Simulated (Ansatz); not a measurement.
# CH5BFN: the cost of one run

All numbers below are computed with Ansatz 0.2.0 (RKS PBE0/6-31G*).

## 1. Starting point

Bond lengths: B1–N2 1.550 Å, N2–H3 1.060 Å, N2–H4 1.060 Å, B1–F5 1.320 Å, B1–C6 1.600 Å, C6–H7 1.110 Å, C6–H8 1.110 Å, C6–H9 1.110 Å. Angles: B1–N2–H3 120.0°, B1–N2–H4 120.0°, H3–N2–H4 120.0°, N2–B1–F5 120.0°, N2–B1–C6 120.0°, F5–B1–C6 120.0°, B1–C6–H7 109.5°, B1–C6–H8 109.5°, B1–C6–H9 109.5°, H7–C6–H8 109.4°, H7–C6–H9 109.4°, H8–C6–H9 109.4°.

Coordinates:

```xyz
9

B     0.0000    0.0000    0.0000
N     0.0000    0.0000    1.5500
H    -0.8770   -0.2713    2.0800
H     0.8770    0.2713    2.0800
F     1.1431    0.0000   -0.6600
C    -1.3856    0.0000   -0.8000
H    -1.9458   -0.9305   -0.5708
H    -1.9898    0.8797   -0.4946
H    -1.1839    0.0508   -1.8903
```

## 2. Relaxing the start

Input file input.yaml:

```yaml
crystal:
  periodic: [false, false, false]
  atoms:
    - { symbol: B, position_ang: [0.0, 0.0, 0.0] }
    - { symbol: "N", position_ang: [0.0, 0.0, 1.55] }
    - { symbol: H, position_ang: [-0.877, -0.2713, 2.08] }
    - { symbol: H, position_ang: [0.877, 0.2713, 2.08] }
    - { symbol: F, position_ang: [1.1431, 0.0, -0.66] }
    - { symbol: C, position_ang: [-1.3856, 0.0, -0.8] }
    - { symbol: H, position_ang: [-1.9458, -0.9305, -0.5708] }
    - { symbol: H, position_ang: [-1.9898, 0.8797, -0.4946] }
    - { symbol: H, position_ang: [-1.1839, 0.0508, -1.8903] }
basis:
  gaussian: { orbitals: "6-31G*" }
hamiltonian:
  xc: pbe0
relax:
  f_tol: 0.02
  max_steps: 40
```

Launch:

```
$ ansatz run input.yaml --threads 1 --pin off --max-ram 2048MiB --backend cpu --events-out ev --progress --plain --runs-dir out
```

Q: Estimate wall time and peak memory on 1 thread of Arm Neoverse V1, shared host.

About 58 s, with a peak of 0.16 GiB.
